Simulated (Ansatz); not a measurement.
# CH₄OSiTe: one species, many methods

Aim: compute CH₄OSiTe with functionals from several rungs and with coupled cluster, and see how far each lands from CCSD(T) at the basis-set limit for the atomisation energy.

The runs use Ansatz 0.2.0, Gaussian basis; functionals in def2-TZVPP, the program's frozen cores in correlated methods.

Levels to be run: PBE-D4, r2SCAN-D4, PBE0-D4, B3LYP-D4, ωB97X-V, ωB97M-V, B2PLYP; CCSD(T)/def2-TZVPP; MP2/def2-QZVPP; extrapolation to the limit.

## 1. The geometry

The geometry comes from an earlier relaxation with PBE0-D4 in a triple-zeta def2 set; it is a stationary point, not always the lowest conformer. Te takes the def2 core potential; no spin-orbit term is included.

SMILES `[TeH][SiH]1CO1`, 8 atoms, charge 0, spin multiplicity 1.

Atoms are counted from 1 here; the program's logs count them from 0.

Bond lengths: Te1–Si2 2.464 Å, Te1–H5 1.657 Å, Si2–C3 1.804 Å, Si2–O4 1.657 Å, Si2–H6 1.480 Å, C3–O4 1.482 Å, C3–H7 1.088 Å, C3–H8 1.088 Å. Angles: Si2–Te1–H5 90.8°, Te1–Si2–C3 125.2°, Te1–Si2–O4 120.1°, Te1–Si2–H6 108.8°, C3–Si2–O4 50.5°, C3–Si2–H6 122.9°, O4–Si2–H6 117.1°, Si2–C3–O4 59.6°, Si2–C3–H7 121.3°, Si2–C3–H8 122.7°, O4–C3–H7 112.8°, O4–C3–H8 112.9°, H7–C3–H8 113.5°, Si2–O4–C3 69.9°.

## 2. PBE-D4 (GGA)

File in.yaml:

```yaml
crystal:
  periodic: [false, false, false]
  atoms:
    - {symbol: Te, position_ang: [-1.293951, 1.980662, -1.064649]}
    - {symbol: Si, position_ang: [0.371744, 0.683403, 0.206176]}
    - {symbol: C, position_ang: [0.294057, -1.092402, 0.512607]}
    - {symbol: O, position_ang: [1.199870, -0.549447, -0.527525]}
    - {symbol: H, position_ang: [-1.958113, 0.584647, -1.661351]}
    - {symbol: H, position_ang: [1.154984, 1.612417, 1.050875]}
    - {symbol: H, position_ang: [-0.504771, -1.704028, 0.098016]}
    - {symbol: H, position_ang: [0.828379, -1.572251, 1.330049]}
basis:
  gaussian: {orbitals: def2-TZVPP}
hamiltonian: {xc: pbe, dispersion: d4}
output: {forces: true, orbitals: {seedname: orbitals}}
```

Command:

```console
> ansatz run in.yaml --threads 4 --pin off --events-out ev --progress --plain --max-ram 10444MiB
```

After this run come: r2SCAN-D4 (meta-GGA); PBE0-D4 (hybrid); B3LYP-D4 (hybrid); ωB97X-V (range-separated); ωB97M-V (range-separated); B2PLYP (double hybrid); CCSD(T) in def2-TZVPP; MP2 in def2-QZVPP.

Q: Predict the results of all the runs planned. Wanted: atomisation energy, CCSD(T)/CBS; farthest; mean size of error, hybrid; mean size of error, range-separated; gap, smallest and largest; T1 diagnostic; triples share of the correlation energy.

**Answer**, as computed:

| quantity | value |
| --- | --- |
| atomisation energy, CCSD(T)/CBS | 2660.4 kJ/mol |
| functionals within 26.6 kJ/mol (1.0 %) | r2SCAN-D4, PBE0-D4, ωB97X-V, ωB97M-V |
| farthest | B2PLYP (-58.0 kJ/mol) |
| mean size of error, hybrid | 24.6 kJ/mol |
| mean size of error, range-separated | 11.3 kJ/mol |
| gap, smallest and largest | 3.91 eV (PBE-D4), 9.99 eV (ωB97X-V) |
| T1 diagnostic | 0.0129 |
| triples share of the correlation energy | 3.4 % |

**Reading.** PBE-D4 is off by +45.8 kJ/mol. Double hybrids carry the basis error of their MP2 part in triple zeta, and no dispersion term here, so their miss is partly the set-up's. Misses under about 26.6 kJ/mol are within the doubt on the reference itself, which lacks core-valence correlation, spin-orbit coupling and higher excitations, and its outer-core shells are covered unevenly. All levels share the lack of spin-orbit coupling, which lowers the free heavy atoms and so the true binding. Hartree-Fock recovers 67 % of the binding; the rest is correlation. The gap grows from 3.9 to 10.0 eV across the functionals, mostly with the share of exact exchange. Correlated methods include outer-core shells of Te, which these sets cover unevenly.
